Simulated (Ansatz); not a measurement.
**ClFH₆Si₃: up Jacob's ladder to CCSD(T)**

The task here is to estimate one member of a computed series from the others.

The runs use Ansatz 0.2.0, Gaussian basis; functionals in def2-TZVPP, the program's frozen cores in correlated methods.

Plan: LDA (SPW92), PBE-D4, revPBE-D4, BLYP-D4, r2SCAN-D4, B97M-V, PBE0-D4, B3LYP-D4, r2SCANh-D4, r2SCAN0-D4, HSE06-D4, BHLYP-D4, CAM-B3LYP-D4, LC-ωPBE, ωB97X-V, ωB97M-V, B2PLYP, PBE-QIDH; CCSD(T)/def2-SVP; CCSD(T)/def2-TZVPP; MP2/def2-QZVPP; extrapolation to the limit; RPA on PBE.

## The geometry

The geometry comes from an earlier relaxation with PBE0-D4 in a triple-zeta def2 set; it is a stationary point, not always the lowest conformer.

11 atoms, charge 0, spin multiplicity 1.

Atoms are counted from 1 here; the program's logs count them from 0.

Bond lengths: F1–Si2 1.604 Å, Si2–Si3 2.345 Å, Si2–Si4 2.345 Å, Si2–Cl5 2.061 Å, Si3–H6 1.486 Å, Si3–H7 1.486 Å, Si3–H8 1.487 Å, Si4–H9 1.487 Å, Si4–H10 1.486 Å, Si4–H11 1.486 Å. Angles: F1–Si2–Si3 108.9°, F1–Si2–Si4 108.9°, F1–Si2–Cl5 107.1°, Si3–Si2–Si4 116.7°, Si3–Si2–Cl5 107.5°, Si4–Si2–Cl5 107.5°, Si2–Si3–H6 109.9°, Si2–Si3–H7 108.1°, Si2–Si3–H8 109.9°, H6–Si3–H7 109.9°, H6–Si3–H8 109.8°, H7–Si3–H8 109.2°, Si2–Si4–H9 109.9°, Si2–Si4–H10 108.1°, Si2–Si4–H11 109.9°, H9–Si4–H10 109.2°, H9–Si4–H11 109.8°, H10–Si4–H11 109.9°.

Coordinates:

```xyz
11
ClFH6Si3
F    -2.05734    0.79706    0.40524
Si   -0.51390    0.65963   -0.01071
Si    0.73962    0.11575    1.89456
Si   -0.34738   -0.80466   -1.83422
Cl    0.10851    2.51751   -0.65064
H     0.56642    1.16652    2.93037
H     2.16957    0.02854    1.49813
H     0.30036   -1.19948    2.43170
H    -0.82976   -2.15619   -1.44436
H     1.08312   -0.89157   -2.22873
H    -1.15383   -0.29012   -2.97084
```

The first run:

File in.yaml:

```yaml
crystal:
  periodic: [false, false, false]
  atoms:
    - {symbol: F, position_ang: [-2.057337, 0.797062, 0.405237]}
    - {symbol: Si, position_ang: [-0.513902, 0.659635, -0.010706]}
    - {symbol: Si, position_ang: [0.739623, 0.115748, 1.894556]}
    - {symbol: Si, position_ang: [-0.347378, -0.804662, -1.834223]}
    - {symbol: Cl, position_ang: [0.108507, 2.517509, -0.650640]}
    - {symbol: H, position_ang: [0.566424, 1.166518, 2.930369]}
    - {symbol: H, position_ang: [2.169573, 0.028541, 1.498128]}
    - {symbol: H, position_ang: [0.300356, -1.199476, 2.431704]}
    - {symbol: H, position_ang: [-0.829758, -2.156187, -1.444360]}
    - {symbol: H, position_ang: [1.083123, -0.891570, -2.228726]}
    - {symbol: H, position_ang: [-1.153832, -0.290117, -2.970841]}
basis:
  gaussian: {orbitals: def2-TZVPP}
hamiltonian: {xc: lda}
output: {orbitals: {seedname: orbitals}}
```

Steps of the session up to this table: LDA; PBE-D4 (GGA); revPBE-D4 (GGA); BLYP-D4 (GGA); r2SCAN-D4 (meta-GGA); B97M-V (meta-GGA); PBE0-D4 (hybrid); B3LYP-D4 (hybrid); r2SCANh-D4 (hybrid); r2SCAN0-D4 (hybrid); HSE06-D4 (hybrid); BHLYP-D4 (hybrid); CAM-B3LYP-D4 (range-separated); LC-ωPBE-D4 (range-separated; the results give it without D4); ωB97X-V (range-separated); ωB97M-V (range-separated); B2PLYP (double hybrid); PBE-QIDH (double hybrid).

One of the session's tables, all rows but one given; the rest of the session is left out.

It belongs to the step «Orbital energies across the functionals». 

| functional | HOMO (eV) | gap (eV) |
| --- | --- | --- |
| LDA (SPW92) | -6.77 | 4.76 |
| PBE-D4 | -6.67 | 4.86 |
| revPBE-D4 | -6.63 | 4.91 |
| BLYP-D4 | -6.54 | 4.93 |
| r2SCAN-D4 | -6.93 | 5.33 |
| B97M-V | -7.06 | 5.26 |
| PBE0-D4 | -7.80 | 6.80 |
| B3LYP-D4 | -7.60 | 6.47 |
| r2SCANh-D4 | ? | ? |
| r2SCAN0-D4 | -7.96 | 7.07 |
| HSE06-D4 | -7.41 | 6.03 |
| BHLYP-D4 | -8.83 | 8.78 |
| CAM-B3LYP-D4 | -9.05 | 9.14 |
| LC-ωPBE | -10.31 | 11.45 |
| ωB97X-V | -10.00 | 11.04 |
| ωB97M-V | -9.74 | 10.53 |

Q: Estimate the row for r2SCANh-D4 from the others.

Worked estimate for «HOMO (eV)». Against the share of exact exchange, r2SCAN-D4 (0, -6.93), r2SCAN0-D4 (0.25, -7.96) give a slope of -4.12 per unit share; at 0.1 the line stands at -7.34.

As computed: HOMO (eV): -7.34; gap (eV): 6.02. In «HOMO (eV)» the line misses by 0.00.
